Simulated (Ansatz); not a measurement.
**CH10S2Si3: molecular dynamics**

The plan is to follow the molecule's vibrations and see whether its bonds hold. The start is relaxed first. Runs: 176 steps of 0.25 fs at constant energy (fourth-order Milne integrator), with velocities drawn for 2000 K. SMILES of the start: CS[Si]([SiH3])([SiH3])S.

Program: Ansatz 0.2.0. Level of theory: UKS revPBE-D4/STO-3G. These are calculated values, not measurements.

### Step 1. The starting structure

Bond lengths (14 of 15 bonds, heavy atoms first): C1–S2 1.853 Å, S2–Si3 2.185 Å, Si3–Si4 2.347 Å, Si3–Si5 2.300 Å, Si3–S6 2.120 Å, C1–H7 1.071 Å, C1–H8 1.073 Å, C1–H9 1.115 Å, Si4–H10 1.415 Å, Si4–H11 1.510 Å, Si4–H12 1.489 Å, Si5–H13 1.455 Å, Si5–H14 1.471 Å, Si5–H15 1.500 Å. Angles (14 of 26 angles, heavy atoms first): C1–S2–Si3 105.7°, S2–Si3–Si4 110.2°, S2–Si3–Si5 110.8°, S2–Si3–S6 106.6°, Si4–Si3–Si5 103.1°, Si4–Si3–S6 114.4°, Si5–Si3–S6 111.8°, S2–C1–H7 107.5°, S2–C1–H8 108.4°, S2–C1–H9 106.0°, Si3–Si4–H10 111.7°, Si3–Si4–H11 106.4°, Si3–Si4–H12 108.3°, Si3–Si5–H13 113.7°.

As a file:

```xyz
16

C     0.7682   -1.6904    2.1563
S     0.6387    0.1238    1.8003
Si   -0.4077    0.2763   -0.1114
Si    0.8430   -0.7613   -1.8044
Si   -0.5173    2.4644   -0.8120
S    -2.3359   -0.5533    0.1870
H     1.2588   -1.7986    3.1020
H     1.3189   -2.1535    1.3600
H    -0.2789   -2.0570    2.2645
H     2.1081   -0.1491   -1.9719
H     0.0096   -0.6800   -3.0611
H     0.9949   -2.2019   -1.4585
H     0.7853    3.0935   -0.9707
H    -1.2476    2.5675   -2.0851
H    -1.2843    3.2677    0.1961
H    -2.6766    0.2290    1.2531
```

### Step 2. Relaxing the start

input.yaml reads:

```yaml
crystal:
  periodic: [false, false, false]
  atoms:
    - { symbol: C, position_ang: [0.7682, -1.6904, 2.1563] }
    - { symbol: S, position_ang: [0.6387, 0.1238, 1.8003] }
    - { symbol: Si, position_ang: [-0.4077, 0.2763, -0.1114] }
    - { symbol: Si, position_ang: [0.843, -0.7613, -1.8044] }
    - { symbol: Si, position_ang: [-0.5173, 2.4644, -0.812] }
    - { symbol: S, position_ang: [-2.3359, -0.5533, 0.187] }
    - { symbol: H, position_ang: [1.2588, -1.7986, 3.102] }
    - { symbol: H, position_ang: [1.3189, -2.1535, 1.36] }
    - { symbol: H, position_ang: [-0.2789, -2.057, 2.2645] }
    - { symbol: H, position_ang: [2.1081, -0.1491, -1.9719] }
    - { symbol: H, position_ang: [0.0096, -0.68, -3.0611] }
    - { symbol: H, position_ang: [0.9949, -2.2019, -1.4585] }
    - { symbol: H, position_ang: [0.7853, 3.0935, -0.9707] }
    - { symbol: H, position_ang: [-1.2476, 2.5675, -2.0851] }
    - { symbol: H, position_ang: [-1.2843, 3.2677, 0.1961] }
    - { symbol: H, position_ang: [-2.6766, 0.229, 1.2531] }
magnetization:
  spin_polarized: true
basis:
  gaussian: { orbitals: STO-3G }
hamiltonian:
  xc: revpbe
  dispersion: d4
relax:
  f_tol: 0.02
  max_steps: 40
```

On the command line:

```console
$ ansatz run input.yaml --threads 1 --pin off --max-ram 2048MiB --backend cpu --events-out ev --progress --plain --runs-dir out
```

After this run come: Dynamics.

Before running it: what results should come out? Wanted: relaxation of the start; temperature, first and last step; temperature, second half; potential energy, second half; largest change of the total energy; bonds formed or broken.

As calculated:

```
                          quantity                           value
           relaxation of the start         6 moves, 0.538 eV lower
                            length            176 steps of 0.25 fs
  temperature, first and last step                  2000 and 873 K
          temperature, second half  mean 956 K, from 695 to 1318 K
     potential energy, second half    +118 meV/atom from the start
largest change of the total energy                   0.00 meV/atom
            bonds formed or broken                               0
```

**Reading.** The temperature starts at 2000 K and averages 956 K in the second half, where it ranges from 695 to 1318 K; a mean near half the start is what vibrations about a minimum give, since they share energy equally between motion and strain. The total energy strays from its start by at most 0.00 meV/atom, under 0.1 % of the mean kinetic energy, so a step of 0.25 fs is short enough over this time. The bonding pattern survives the run. 44 fs on 16 atoms is far too short and small for converged averages. The nuclei move classically, without zero-point motion, which matters most for hydrogen. In so small a basis the energies are only a sketch.
